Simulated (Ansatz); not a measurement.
Write a Python script for Ansatz 0.2.0, Python API that makes a search for lower mean-field states of CH₂GeN, SMILES N#[C][GeH2]. Level of theory (for the species named): B3LYP, def2-SVP basis, multiplicity 2.

```tsv
atom	x (Å)	y (Å)	z (Å)
N	1.6046	-1.0568	1.3403
C	0.8482	-0.5437	0.5395
Ge	-0.3337	0.2319	-0.7634
H	-1.6155	-0.4435	-0.6780
H	-0.4536	1.7385	-0.4798
```

The script, `states.py`:
```python
import ansatz as az
import numpy as np

geometry_ang = [
    ("N", [1.6046, -1.0568, 1.3403]),
    ("C", [0.8482, -0.5437, 0.5395]),
    ("Ge", [-0.3337, 0.2319, -0.7634]),
    ("H", [-1.6155, -0.4435, -0.678]),
    ("H", [-0.4536, 1.7385, -0.4798]),
]
system = az.Crystal.molecule()
for symbol, xyz in geometry_ang:
    system = system.atom(symbol, xyz)
symbols = [site.symbol for site in system.cartesian_sites]

start = np.array([site.position_ang for site in system.cartesian_sites])
for factor in [1.0, 1.3]:
    xyz = (start - start.mean(axis=0)) * factor
    scaled = az.Crystal.molecule()
    for symbol, place in zip(symbols, xyz):
        scaled = scaled.atom(symbol, place.tolist())
    job = (
        scaled.calculation()
        .basis(gaussian="def2-SVP")
        .functional("b3lyp")
        .spin("collinear", total=1)
    )
    for search in ("off", "standard"):
        try:
            report = job.scf(lower_state_search=search).run(threads=1).report
        except az.AnsatzError as error:
            print(f"x{factor} search {search}: {type(error).__name__}")
            continue
        state = report["mean_field"]["state"]
        print(f"all distances x{factor}, search {search:8s} E = {report['free_energy_ev']:.5f} eV  <S^2> = {abs(state['spin_squared']):.3f}  other states met: {len(report['mean_field']['others'])}")
```

```console
$ python states.py
all distances x1.0, search off      E = -59067.79944 eV  <S^2> = 0.754  other states met: 0
all distances x1.0, search standard E = -59067.79944 eV  <S^2> = 0.754  other states met: 0
all distances x1.3, search off      E = -59061.02876 eV  <S^2> = 1.197  other states met: 0
all distances x1.3, search standard E = -59061.02876 eV  <S^2> = 1.197  other states met: 4
```

The settings weren't tested for convergence. The count of other states can hold repeated and symmetry-equivalent ends of the search; scaling all distances is a test, and for more than two atoms no physical path. The geometry comes from a force field and isn't relaxed at this level. The species is open-shell (spin multiplicity 2). The expectation value of S² is noticeably off S(S+1) in at least one run, so that state is spin-contaminated. b3lyp holds the VWN-RPA fit, as in Gaussian; the form of ORCA and Turbomole is b3lyp5. Run time: 12 s on 1 thread of Intel(R) Xeon(R) 6975P-C (Granite Rapids) (shared host), peak memory 0.25 GiB.

(Lines on the test bed's own set-up are left out of the output.)
